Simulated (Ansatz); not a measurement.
# CuF: further runs on a relaxed guess

Aim: for this structure of CuF, see whether it has a gap, which orbitals make up the states near it and how charge is shared.

Method: DFT PBE, scalar-relativistic, plane waves, PAW, in Ansatz 0.2.0.

## (1) The structure to begin with

The structure is cubic, space group Pm-3m (No. 221). Conventional cell: a = 2.794 Å, b = 2.794 Å, c = 2.794 Å, α = 90.00°, β = 90.00°, γ = 90.00°. Around Cu (site symmetry m-3m) lie 8 F at 2.42 Å. F (site symmetry m-3m) has 8 Cu at 2.42 Å as nearest neighbours.

As a file:

```
Cu F
1.0
     2.79413    0.00000    0.00000
     0.00000    2.79413    0.00000
     0.00000    0.00000    2.79413
Cu F
1 1
Direct
  0.00000 0.00000 0.00000
  0.50000 0.50000 0.50000
```

The cell was relaxed beforehand at this level, from an invented guess; it needn't be the stable form of this composition. At a tolerance of 0.05 Å it has space group Pm-3m (No. 221); it has 10.91 Å³/atom, an uncorrected energy of -0.69 eV/atom over the elements.

## (2) Electronic structure at the relaxed geometry

Contents of input.yaml:

```yaml
crystal:
  lattice:
    - [2.794127526, 0.0, 0.0]
    - [0.0, 2.794127526, 0.0]
    - [0.0, 0.0, 2.794127526]
  atoms:
    - { symbol: Cu, position: [0.0, 0.0, 0.0] }
    - { symbol: F, position: [0.5, 0.5, 0.5] }
basis:
  ecutwfc: 420
kpoints:
  mp_grid: { grid: [20, 20, 20] }
  band_path:
    path:
      - [[0.0, 0.0, 0.0], [0.0, 0.5, 0.0], [0.5, 0.5, 0.0], [0.0, 0.0, 0.0], [0.5, 0.5, 0.5], [0.0, 0.5, 0.0]]
      - [[0.5, 0.5, 0.5], [0.5, 0.5, 0.0]]
    npoints: 14
hamiltonian:
  xc: pbe
scf:
  occupations: { method: gaussian, width: 0.1 }
  n_extra_bands: 6
output:
  forces: true
  stress: true
  eigenvalues: true
  populations: true
  dos: { projected: true, de: 0.02, nscf_kmesh: { grid: [30, 30, 30] } }
  bader: true
```

Run with:

```sh
ansatz run input.yaml --threads 1 --pin off --max-ram 2048MiB --backend cpu --events-out ev --progress --plain --runs-dir out
```

Output, shortened:

```text
Warning: RAYON_NUM_THREADS=1 ignored (pool sized by the plan → 1); use --threads N
scf.n_extra_bands = 6 over 13 filled bands (N_el = 26.0): the run solves 19 bands
[...]
Pseudopotentials: kind: paw
Pseudopotential: Cu, paw, valence charge 19, recommended cutoff 420 eV (normal), Cu.paw.azcp
Pseudopotential: F, paw, valence charge 7, recommended cutoff 420 eV (normal), F.paw.azcp
Functional definition: PBE
[...]
Crystal: 2 atoms, lattice volume = 21.814 Å³
Basis set: ecut = 420 eV, 437 PW (Γ), exchange–correlation on 40×40×40 points (8 copies of the dense FFT grid, shifted against one another)
Bands: 19, of which v1, the nominal top of the filled ones, is band 13 counted from 1 (12 counted from 0)
Symmetry: 48 space group operations
Space group: Pm-3m (ITA 221), of the structure as read, at distance tolerance 2.8e-5 Å
k-points: 286 of 8000
[...]
SCF iter   1: F=—  HF=-7432.160501 eV  |F-HF|=—  |Δ(HF+E_count)|=         —  Δρ=3.82e-3  dr2=1.95e-3  ethr=1.77e-3  ⟨swp⟩=5.1  Hψ=22423  notcnv=0  defer=169
[...]
SCF iter   6: F=-7432.160587 eV  HF=-7432.160587 eV  |F-HF|=2.95e-9  |Δ(HF+E_count)|=   3.15e-9  Δρ=5.85e-6  dr2=2.40e-9  ethr=1.78e-10  ⟨swp⟩=5.3  Hψ=20606  notcnv=0
[...]
NSCF: frozen V_eff on 86 k-points
NSCF: frozen V_eff on 816 k-points
SCF converged after 6 iterations
Free energy (F): -7432.160587 eV
[...]
E sigma→0 (E₀):  -7432.157042 eV
Entropy (-TS):   -0.007091 eV (-3.546 meV/atom)
Fermi energy:    10.427889 eV
[...]
--- Forces (eV/Å), atoms counted from 1 ---
  atom   1  Cu    -0.00000000     0.00000000     0.00000000
  atom   2  F      0.00000000     0.00000000    -0.00000000
[...]
--- Stress (GPa, compression-positive) ---
        0.008375       0.000000       0.000000
        0.000000       0.008375       0.000000
        0.000000       0.000000       0.008375
  P = ⅓ Tr σ = 0.0084 GPa (0.084 kbar)
--- Band table (eV; the first three rows and the last of 286) ---
  k-point 0: bands = ["-100.0791", "-57.5049", "-57.5049", "-57.5049", "-13.3045", "6.2136", "6.2136", "6.2136", "8.5269", "8.6809", "8.6809", "10.0843", "10.0843", "10.0843", "25.4763", "25.4763", "26.8152", "26.8152", "26.8152"]
[...]
--- Löwdin populations: 2 sites ---
  site symbol       q [e]
     0     Cu     18.3127
     1      F      7.6076
  spilling = 0.003067 (of n_electrons = 26.000000)
--- Bader charges: 2 sites ---
  site symbol  charge [e]  shift [e]
     0     Cu      0.7416     0.0015
     1      F     -0.7416     0.0015
  estimated error of the sums over rays = 1.3e-4 e
```

Wall time 44 s (1 thread of Arm Neoverse N1, shared host); peak memory 0.49 GiB.

Site by site:

```csv
atom,Löwdin electrons,Bader charge (e),Bader volume (Å³)
Cu1,18.31,+0.74,11.4
F2,7.61,-0.74,10.4
```

From bands.tsv, the levels nearest the Fermi level at the path's corners, in eV from the Fermi level:

```
point  band 10  band 11  band 12  band 13  band 14  band 15  band 16
    Γ    -1.75    -1.75    -0.34    -0.34    -0.34    15.05    15.05
    X    -0.42    -0.30    -0.18    -0.18     4.09     4.55    16.23
    M    -1.17    -0.70    -0.70    -0.04     4.73     8.29     8.29
    Γ    -1.75    -1.75    -0.34    -0.34    -0.34    15.05    15.05
    R    -0.07    -0.07    -0.02    -0.02     6.82     6.82     6.82
    X    -0.42    -0.30    -0.18    -0.18     4.09     4.55    16.23
    R    -0.07    -0.07    -0.02    -0.02     6.82     6.82     6.82
    M    -1.17    -0.70    -0.70    -0.04     4.73     8.29     8.29
```

States per cell in windows of 1 eV, from dos.tsv and pdos.tsv (zero at the Fermi level):

```
from  to  total  Cu 4s  Cu 3d  F 2p
  -8  -7   0.13   0.03   0.01  0.09
  -7  -6   1.50   0.19   0.08  1.22
  -6  -5   1.95   0.06   0.15  1.70
  -5  -4   2.30   0.01   0.17  2.09
  -4  -3   0.12   0.00   0.00  0.11
  -3  -2   0.00   0.00   0.00  0.00
  -2  -1   1.95   0.03   1.88  0.03
  -1   0   8.06   0.07   7.55  0.39
   0   1   0.16   0.06   0.06  0.03
   1   2   0.19   0.12   0.01  0.05
   2   3   0.29   0.20   0.01  0.06
   3   4   0.46   0.34   0.01  0.08
   4   5   0.77   0.62   0.02  0.07
   5   6   0.23   0.11   0.00  0.01
```

Below -8 eV lie 10 or so more states.

## (3) A further run, with the input changed

Contents of input.yaml:

```yaml
crystal:
  lattice:
    - [2.794127526, 0.0, 0.0]
    - [0.0, 2.794127526, 0.0]
    - [0.0, 0.0, 2.794127526]
  atoms:
    - { symbol: Cu, position: [0.0, 0.0, 0.0] }
    - { symbol: F, position: [0.5, 0.5, 0.5] }
basis:
  ecutwfc: 420
kpoints:
  mp_grid: { grid: [1, 1, 1] }
hamiltonian:
  xc: pbe
scf:
  occupations: { method: gaussian, width: 0.1 }
  max_iter: 60
output:
  forces: true
  eigenvalues: true
  stress: true
```

Run with:

```sh
ansatz run input.yaml --threads 1 --pin off --max-ram 2048MiB --backend cpu --events-out ev --progress --plain --runs-dir out
```

Output, shortened:

```text
Warning: RAYON_NUM_THREADS=1 ignored (pool sized by the plan → 1); use --threads N
[...]
Pseudopotentials: kind: paw
Pseudopotential: Cu, paw, valence charge 19, recommended cutoff 420 eV (normal), Cu.paw.azcp
Pseudopotential: F, paw, valence charge 7, recommended cutoff 420 eV (normal), F.paw.azcp
Functional definition: PBE
[...]
Crystal: 2 atoms, lattice volume = 21.814 Å³
Basis set: ecut = 420 eV, 437 PW (Γ), exchange–correlation on 40×40×40 points (8 copies of the dense FFT grid, shifted against one another)
Bands: 17, of which v1, the nominal top of the filled ones, is band 13 counted from 1 (12 counted from 0)
Symmetry: 48 space group operations
Space group: Pm-3m (ITA 221), of the structure as read, at distance tolerance 2.8e-5 Å
k-points: 1
[...]
SCF iter   1: F=—  HF=-7432.032738 eV  |F-HF|=—  |Δ(HF+E_count)|=         —  Δρ=4.42e-1  dr2=2.84e1  ethr=1.77e-3  ⟨swp⟩=4.0  Hψ=72  notcnv=0
[...]
SCF iter  17: F=-7428.805538 eV  HF=-7428.805538 eV  |F-HF|=2.19e-8  |Δ(HF+E_count)|=   1.73e-8  Δρ=1.84e-5  dr2=3.95e-8  ethr=3.85e-10  ⟨swp⟩=3.0  Hψ=57  notcnv=0
[...]
SCF converged after 17 iterations
Free energy (F): -7428.805538 eV
[...]
E sigma→0 (E₀):  -7428.756610 eV
Entropy (-TS):   -0.097856 eV (-48.928 meV/atom)
Fermi energy:    8.564688 eV
[...]
--- Forces (eV/Å), atoms counted from 1 ---
  atom   1  Cu     0.00000000     0.00000000     0.00000000
  atom   2  F     -0.00000000    -0.00000000    -0.00000000
[...]
--- Stress (GPa, compression-positive) ---
       16.134825      -0.000000      -0.000000
        0.000000      16.134825       0.000000
        0.000000       0.000000      16.134825
  P = ⅓ Tr σ = 16.1348 GPa (161.348 kbar)
--- Band table (eV) ---
  k-point 0: bands = ["-101.9573", "-59.3377", "-59.3377", "-59.3377", "-11.1443", "7.2156", "7.2156", "8.3452", "8.3452", "8.3452", "8.4595", "8.4595", "8.4595", "8.6222", "25.5559", "25.5559", "26.9143"]
```

Wall time 0.82 s (1 thread of Arm Neoverse N1, shared host); peak memory 0.29 GiB.

## (4) Can this result be trusted?

This run ends as converged. It gives a pressure of 16 GPa, far from the sound run.

In the input, kpoints.mp_grid.grid is [1, 1, 1]. The zone is sampled at a single point, which suits only large cells or molecules.

To undo it: set kpoints.mp_grid.grid to [20, 20, 20].

| run | ending | energy change | pressure (GPa) | gap (eV) | force (eV/Å) | cycles | time |
| --- | --- | --- | --- | --- | --- | --- | --- |
| step 2 | converged | 0 | 0.0 | 0.00 | 0.00 | 6 | 44 s (other work) |
| altered | converged | +1.68 eV/atom | 16.1 | 0.16 | 0.00 | 17 | 0.82 s |

Changing the k-point mesh moves the energy by +1.68 eV/atom, and the pressure goes from 0.0 to 16.1 GPa and a gap of 0.16 eV opens on the mesh. Sampling errors have no fixed sign. A gap read on a mesh depends on which points the mesh holds, so that change can be sampling alone.

## (5) Summary of results

| quantity | value |
| --- | --- |
| gap | none (metal) |
| states at the Fermi level | 0.11 per eV per cell |
| Bader charges | Cu +0.74, F -0.74 e |

**Reading.** There is no gap at this level. Of the projected weight within 0.25 eV of the Fermi level, the largest part is Cu 3d (90 %). Charge transfer between the atoms is moderate (Bader charges up to 0.7 e). Metallic runs without spin could have a lower magnetic solution.
